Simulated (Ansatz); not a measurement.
# C3H6BrCl, SMILES CC(Br)CCl: a ladder of methods at one geometry

Computed with the Ansatz DFT code, driven from Python.

`run_methods.py`
```python
# -*- coding: utf-8 -*-
"""One geometry of C3H6BrCl, method by method."""

from pathlib import Path

import ansatz as az
import numpy as np

GEOMETRY = """
C    -1.20820   -0.34380    0.37540
C    -0.14000    0.41230   -0.39860
Br   -0.17310    2.29780    0.13460
C     1.27070   -0.15650   -0.26930
Cl    1.82990   -0.34290    1.41390
H    -1.07140   -0.26880    1.45930
H    -1.20450   -1.40430    0.10300
H    -2.20470    0.05240    0.14920
H    -0.41320    0.43140   -1.45950
H     2.00190    0.47440   -0.78520
H     1.31260   -1.15190   -0.72280
"""

geometry = az.Crystal.molecule()
for line in GEOMETRY.strip().splitlines():
    symbol, *xyz = line.split()
    geometry = geometry.atom(symbol, [float(v) for v in xyz])

calculation = geometry.calculation().basis(gaussian="def2-SVP")

print("functional    E (Ha)        dipole (D)   HOMO (eV)  LUMO (eV)")
for name in ["blyp", "pbe0", "hf", "cam_b3lyp"]:
    rep = calculation.functional(name).forces().orbitals().run(threads=1, backend="cpu", runs_dir="runs").report
    lines = Path(rep["orbitals_path"]).read_text().splitlines()
    field_of = lambda key: [line.split("=")[1].strip() for line in lines if line.startswith(key)]
    orbitals = [(27.211386 * float(e), s, float(n)) for e, s, n in zip(field_of("Ene="), field_of("Spin="), field_of("Occup="))]
    homo = max(e for e, _, n in orbitals if n > 0.5)
    lumo = min(e for e, _, n in orbitals if n < 0.5)
    dipole = 4.803205 * np.linalg.norm(rep["charge_distribution"]["dipole_moment_e_ang"])
    print(f"{name:10s} {rep['free_energy_ev'] / 27.211386246:14.6f} {dipole:9.3f} {homo:11.3f} {lumo:10.3f}")
```

```console
$ python run_methods.py
functional    E (Ha)        dipole (D)   HOMO (eV)  LUMO (eV)
blyp         -3151.684364     2.368      -6.190     -0.741
pbe0         -3151.157240     2.633      -7.798      0.085
hf           -3148.468069     2.966     -10.855      3.994
cam_b3lyp    -3151.809387     2.566      -9.090      1.334
```

Reading the output:
- Total energies depend on the basis set; only differences at equal settings carry meaning.
- The geometry is a force-field or estimated start, not a minimum of this method, and the basis set is short of its limit. A lower total doesn't mark the better method: functionals have no common bound, and MP2 and coupled cluster aren't variational.
- Levels such as HOMO and LUMO are orbital energies: with these approximate functionals they aren't the ionisation energy and electron affinity, and their gap isn't the fundamental gap.
- Run time: 25 s on 1 thread of Arm Neoverse V1, with other jobs on the host, peak memory 0.42 GiB.
